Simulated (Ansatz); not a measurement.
# C2H7BFNSn: the cost of one run

All numbers below are computed with Ansatz 0.2.0 (RKS PBE0-D4/def2-SVP).

### 1 Starting point

Bond lengths: C1–Sn2 2.174 Å, Sn2–N3 2.097 Å, N3–C4 1.461 Å, N3–B5 1.577 Å, C4–B5 1.531 Å, B5–F6 1.470 Å, C1–H7 1.062 Å, C1–H8 1.092 Å, C1–H9 1.092 Å, Sn2–H10 1.760 Å, Sn2–H11 1.771 Å, C4–H12 1.057 Å, C4–H13 1.215 Å. Angles (14 of 24 angles, heavy atoms first): C1–Sn2–N3 110.4°, Sn2–N3–C4 107.2°, Sn2–N3–B5 104.5°, C4–N3–B5 60.4°, N3–C4–B5 63.6°, N3–B5–C4 56.1°, N3–B5–F6 151.8°, C4–B5–F6 151.7°, C1–Sn2–H10 108.6°, C1–Sn2–H11 109.3°, N3–Sn2–H10 110.7°, N3–Sn2–H11 109.1°, Sn2–C1–H7 110.0°, Sn2–C1–H8 106.5°.

Structure file:

```xyz
13

C     0.5265   -2.2018   -0.3508
Sn    0.2474   -0.4901    0.9603
N    -1.2136    0.7978    0.1820
C    -0.6459    1.4272   -1.0082
B    -0.5716    2.2341    0.2912
F    -0.1148    3.3936    1.0710
H     1.2687   -2.8482    0.0486
H    -0.4533   -2.6699   -0.4638
H     0.8044   -1.7775   -1.3182
H     1.7881    0.3451    1.1275
H    -0.2678   -1.0551    2.5577
H     0.2497    1.0299   -1.4061
H    -1.5973    1.7802   -1.6765
```

### 2 End point A

Contents of input.yaml:

```yaml
crystal:
  periodic: [false, false, false]
  atoms:
    - { symbol: C, position_ang: [0.5265, -2.2018, -0.3508] }
    - { symbol: Sn, position_ang: [0.2474, -0.4901, 0.9603] }
    - { symbol: "N", position_ang: [-1.2136, 0.7978, 0.182] }
    - { symbol: C, position_ang: [-0.6459, 1.4272, -1.0082] }
    - { symbol: B, position_ang: [-0.5716, 2.2341, 0.2912] }
    - { symbol: F, position_ang: [-0.1148, 3.3936, 1.071] }
    - { symbol: H, position_ang: [1.2687, -2.8482, 0.0486] }
    - { symbol: H, position_ang: [-0.4533, -2.6699, -0.4638] }
    - { symbol: H, position_ang: [0.8044, -1.7775, -1.3182] }
    - { symbol: H, position_ang: [1.7881, 0.3451, 1.1275] }
    - { symbol: H, position_ang: [-0.2678, -1.0551, 2.5577] }
    - { symbol: H, position_ang: [0.2497, 1.0299, -1.4061] }
    - { symbol: H, position_ang: [-1.5973, 1.7802, -1.6765] }
basis:
  gaussian: { orbitals: def2-SVP }
hamiltonian:
  xc: pbe0
  dispersion: d4
relax:
  f_tol: 0.015
  max_steps: 40
output:
  orbitals: {}
```

Run with:

```console
> ansatz run input.yaml --threads 2 --pin off --max-ram 3072MiB --backend cpu --events-out ev --progress --plain --runs-dir out
```

Q: Estimate wall time and peak memory on 2 threads of Arm Neoverse V1, shared host.

About 3.3 min, with a peak of 0.39 GiB.
